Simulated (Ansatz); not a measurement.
# C2H3BO: vertical ionisation energy

How much energy removes an electron from C2H3BO at fixed geometry? The cation is run at each level and the neutral's energy taken from earlier runs.

Computed with Ansatz 0.2.0, Gaussian basis. Level: unrestricted cation, the program's frozen cores in correlated methods.

Plan: UKS PBE-D4/def2-TZVPP; UKS r2SCAN-D4/def2-TZVPP; UKS PBE0-D4/def2-TZVPP; UKS B3LYP-D4/def2-TZVPP; UKS wB97X-V/def2-TZVPP; UKS wB97M-V/def2-TZVPP; UKS B2PLYP/def2-TZVPP; UHF-CCSD(T)/def2-TZVPP; UHF-MP2/def2-QZVPP; extrapolation to the limit; then −ε(HOMO) from the neutral's earlier runs with LDA (SPW92), PBE-D4, revPBE-D4, BLYP-D4, r2SCAN-D4, B97M-V, PBE0-D4, B3LYP-D4, r2SCANh-D4, r2SCAN0-D4, HSE06-D4, BHLYP-D4, CAM-B3LYP-D4, LC-ωPBE, ωB97X-V, ωB97M-V.

### Step 1. The geometry

The geometry comes from an earlier relaxation with PBE0-D4 in a triple-zeta def2 set; it is a stationary point, not always the lowest conformer.

SMILES `BC=C=O`, 7 atoms, charge 0, spin multiplicity 1.

Atoms are counted from 1 here; the program's logs count them from 0.

Bond lengths: B1–C2 1.505 Å, B1–H5 1.194 Å, B1–H6 1.196 Å, C2–C3 1.325 Å, C2–H7 1.084 Å, C3–O4 1.146 Å. Angles: C2–B1–H5 119.4°, C2–B1–H6 119.9°, H5–B1–H6 120.6°, B1–C2–C3 116.0°, B1–C2–H7 126.5°, C3–C2–H7 117.5°, C2–C3–O4 177.7°.

Geometry (Å):

```mol
C2H3BO
  3D, bonds by distance, orders not assigned

  7  6  0  0  0  0  0  0  0  0999 V2000
   -0.6546    0.8191   -0.1987 B   0  0
    0.5126   -0.1216   -0.3335 C   0  0
    0.5595   -1.1191    0.5378 C   0  0
    0.5610   -1.9661    1.3103 O   0  0
   -0.7565    1.7396   -0.9528 H   0  0
   -1.4689    0.6402    0.6583 H   0  0
    1.3080   -0.0601   -1.0671 H   0  0
  1  2  8  0
  2  3  8  0
  3  4  8  0
  1  5  8  0
  1  6  8  0
  2  7  8  0
M  END
```

### Step 2. Cation, UKS PBE-D4/def2-TZVPP

in.yaml reads:

```yaml
crystal:
  periodic: [false, false, false]
  atoms:
    - {symbol: B, position_ang: [-0.654561, 0.819084, -0.198703]}
    - {symbol: C, position_ang: [0.512620, -0.121594, -0.333487]}
    - {symbol: C, position_ang: [0.559495, -1.119069, 0.537767]}
    - {symbol: O, position_ang: [0.560963, -1.966090, 1.310257]}
    - {symbol: H, position_ang: [-0.756510, 1.739612, -0.952762]}
    - {symbol: H, position_ang: [-1.468882, 0.640166, 0.658296]}
    - {symbol: H, position_ang: [1.307976, -0.060108, -1.067066]}
basis:
  gaussian: {orbitals: def2-TZVPP}
total_charge: 1
magnetization: {spin_polarized: true, initial_magnetization: 1}
hamiltonian: {xc: pbe, dispersion: d4}
```

Command:

```bash
$ ansatz run in.yaml --threads 2 --pin off --events-out ev --progress --plain --max-ram 4352MiB
```

After this run come: Cation, UKS r2SCAN-D4/def2-TZVPP; Cation, UKS PBE0-D4/def2-TZVPP; Cation, UKS B3LYP-D4/def2-TZVPP; Cation, UKS wB97X-V/def2-TZVPP; Cation, UKS wB97M-V/def2-TZVPP; Cation, UKS B2PLYP (frozen core)/def2-TZVPP; Cation, UHF-CCSD(T)/def2-TZVPP; Cation, UHF-MP2/def2-QZVPP.

**Question.** What will the summary of the whole plan be? Wanted: ionisation energy, CCSD(T)/CBS; nearest functional by difference; nearest −ε(HOMO); −ε(HOMO) of PBE; T1 of the cation.

**Answer**, as computed:

| quantity | value |
| --- | --- |
| ionisation energy, CCSD(T)/CBS | 10.35 eV |
| nearest functional by difference | PBE-D4 (+0.01 eV) |
| nearest −ε(HOMO) | ωB97X-V (-0.13 eV) |
| −ε(HOMO) of PBE | 6.88 eV |
| T1 of the cation | 0.024 |

**Reading.** Energy differences with functionals land within 0.10 eV of the reference. The PBE orbital energy is 3.5 eV too small: a semilocal HOMO is no ionisation energy. Among orbital estimates ωB97X-V comes nearest. Hartree-Fock falls 1.37 eV short, as the neutral has more correlation energy than the cation. The cation may have settled in a state other than its lowest; no search over hole states beyond the program's own was made.
